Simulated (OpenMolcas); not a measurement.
# Nb³⁺ among point charges: CASSCF and CASPT2 levels and susceptibility

How does a field of 8 point charges split the states of Nb³⁺, and what χT follows?

Method: state-averaged CASSCF and CASPT2, spin-orbit coupling by RASSI with atomic mean-field integrals. Code: OpenMolcas 26.06.

## 1. The atom as given

| Quantity | Value |
| --- | --- |
| Species | Nb³⁺ (niobium, Z = 41, 38 electrons) |
| Basis | ANO-RCC-VDZP [6s5p3d1f], 43 functions |
| Scalar Hamiltonian | DKH2, point nucleus |
| Inactive shells | 1s 2s 2p 3s 3p 3d 4s 4p |
| Active space | 2 electrons in 5 orbitals (4d) |
| Some configurations of this space | 4d2 |
| Orbitals | optimised for each spin and parity, averaged over all roots |

Outer shells as boxes (Hund's rule):

4d2
```
4d [↑ ][↑ ][  ][  ][  ]
```

The ion sits among 8 point charges of -1.2 e arranged as a cube (Oh), 2.1 Å from the ion.

The work runs as a chain of OpenMolcas steps in one folder; each step below is one input file. Labels, J, g values, rates, χT and fits are worked out afterwards by a script from the matrices that RASSI stores. The input lists half of the charges; inversion (Group=XYZ) makes the rest.

## 2. Basis and integrals

File a.inp:

```
&GATEWAY
Coord
1

Nb 0.0 0.0 0.0
Basis=ANO-RCC-VDZP
Group=XYZ
NoMove
AngMom=0.0 0.0 0.0
AMFI
XField
4 Angstrom 0
1.212436 1.212436 1.212436 -1.200000
1.212436 1.212436 -1.212436 -1.200000
1.212436 -1.212436 1.212436 -1.200000
1.212436 -1.212436 -1.212436 -1.200000
&SEWARD
```

Started as:

```sh
$ OMP_NUM_THREADS=1 MOLCAS_MEM=1689 MOLCAS_PROJECT=a pymolcas a.inp > a.log
```

## 3. CASSCF: triplets of even parity, 10 roots

File a.inp:

```
&RASSCF
FileOrb=start.orb
Symmetry=1
Spin=3
nActEl=2 0 0
Inactive=9 9
Ras2=5 0
CIRoot=10 10 1
SDav=10
CIMx=300
Iter=120 100
PrWF=0.3
OrbListing=Nothing
MaxOrb=0
>>> COPY $Project.JobIph JOB001
```

start.orb holds the contracted functions of the basis, ordered by shell, or the orbitals of the step before.

## 4. CASSCF: singlets of even parity, 15 roots

File a.inp:

```
&RASSCF
FileOrb=start.orb
Symmetry=1
Spin=1
nActEl=2 0 0
Inactive=9 9
Ras2=5 0
CIRoot=15 15 1
SDav=15
CIMx=300
Iter=120 100
PrWF=0.3
OrbListing=Nothing
MaxOrb=0
>>> COPY $Project.JobIph JOB002
```

## 5. RASSI: spin-orbit coupling between the states

File a.inp:

```
&RASSI
NrOfJobIphs=2 10 15
1 2 3 4 5 6 7 8 9 10
1 2 3 4 5 6 7 8 9 10 11 12 13 14 15
IphNames
JOB001
JOB002
EJob
SpinOrbit
DIPRint=1.0
SOCoupling=1000.0
Subsets=2
Property=9
'ANGMOM' 1 'ANGMOM' 2 'ANGMOM' 3 'MLTPL  1' 1 'MLTPL  1' 2 'MLTPL  1' 3
'AMFI' 1 'AMFI' 2 'AMFI' 3
SOProperty=3
'ANGMOM' 1 'ANGMOM' 2 'ANGMOM' 3
```

## 6. CASPT2: IPEA 0.25, imaginary shift 0.1 (closed shells correlated: 4s 4p)

File a.inp:

```
>>> COPY JOB001 $Project.JobIph
&CASPT2
Multistate=10 1 2 3 4 5 6 7 8 9 10
NoMult
Frozen=8 6
IPEA=0.25
Imaginary=0.1
MaxIter=60
WThr=0.0 0.3 0.05
PrWF=0.5
NoMix
>>> COPY JOB002 $Project.JobIph
&CASPT2
Multistate=15 1 2 3 4 5 6 7 8 9 10 11 12 13 14 15
NoMult
Frozen=8 6
IPEA=0.25
Imaginary=0.1
MaxIter=60
WThr=0.0 0.3 0.05
PrWF=0.5
NoMix
```

(Steps that only read results are left out.)

Before running it: what results should come out? Wanted: spin-free ground state; first state of the same spin within the active space; lowest level; next level.

As calculated:

| quantity | value |
| --- | --- |
| method | SS-CASPT2, IPEA 0.25, imaginary shift 0.1 (closed shells correlated: 4s 4p) |
| spin-free ground state | 3A2, 1-fold in its orbital part |
| first state of the same spin within the active space | 3T2 at 8220 cm⁻¹ |
| lowest level | 3-fold T2 |
| next level | 7662.8 cm⁻¹ |
| χT at 300 K | 0.78 cm³ K/mol |
| effective moment at 300 K | 2.50 μB |

Cost by method:

| method | time of its own steps | time with the reference |
| --- | --- | --- |
| A. CASSCF | 4.2 s | 4.2 s |
| B. SS-CASPT2, IPEA 0.25, imaginary shift 0.1, +4s 4p | 1.4 s | 5.6 s |

Times are of one thread on a shared host.

**Reading.** The spin-free ground state (3A2) comes to 100 % from free-ion F terms and keeps the highest spin of the shell. χT at 300 K is 0.78, against 1.00 cm³ K/mol for the spin alone, so spin-orbit coupling lowers it. CASPT2 does not keep the components of a term degenerate, and the means are used. The field of point charges can differ much from that of real complexes. Point charges carry no covalency, so the field is a model and not that of real ligands.
